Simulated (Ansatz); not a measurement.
# PtSe in Ansatz: the effect of Hubbard term

Crystal: PtSe.

```
Pt Se
1.0
     3.70187    0.00000    0.00000
    -1.85094    3.20591    0.00000
     0.00000    0.00000    3.61284
Pt Se
1 1
Direct
  0.00000 0.00000 0.00000
  0.66667 0.33333 0.50000
```

The cell comes from a database or a generator and needn't be the stable form of this composition.

Alike in all runs:

* Program: Ansatz 0.2.0
* Task: projected density of states
* Functional: PBE
* Potentials or basis: Ansatz PAW
* Cutoff: 420 eV (not typed: the program's choice for these potentials)
* k mesh: 8 × 8 × 7
* Occupations: fermi-dirac, width 0.05 eV
* Spin: no spin polarisation
* Hubbard projectors: ortho-atomic (the default)
* Double counting: fll (the default)

| Hubbard term | pressure (GPa) |
| --- | --- |
| none | -11.4 |
| Pt d U = 1 eV | -11.4 |
| Pt d U = 2 eV | -11.4 |
| Pt d U = 3 eV | -11.2 |
| Pt d U = 4 eV | -11.0 |
| Pt d U = 5 eV | -10.8 |
| Pt d U = 6 eV | -10.5 |
| Pt d U = 8 eV | ? |

Q: What does the run with Hubbard term Pt d U = 8 eV give?

A: Pressure -9.8 GPa.

Worked out: A parabola through the other rows of the pressure, of slope 0.451 GPa per eV there, extrapolates to -9.7 GPa, against the run's -9.8.

Caveats: U without spin polarisation on a metal has little footing (some runs).
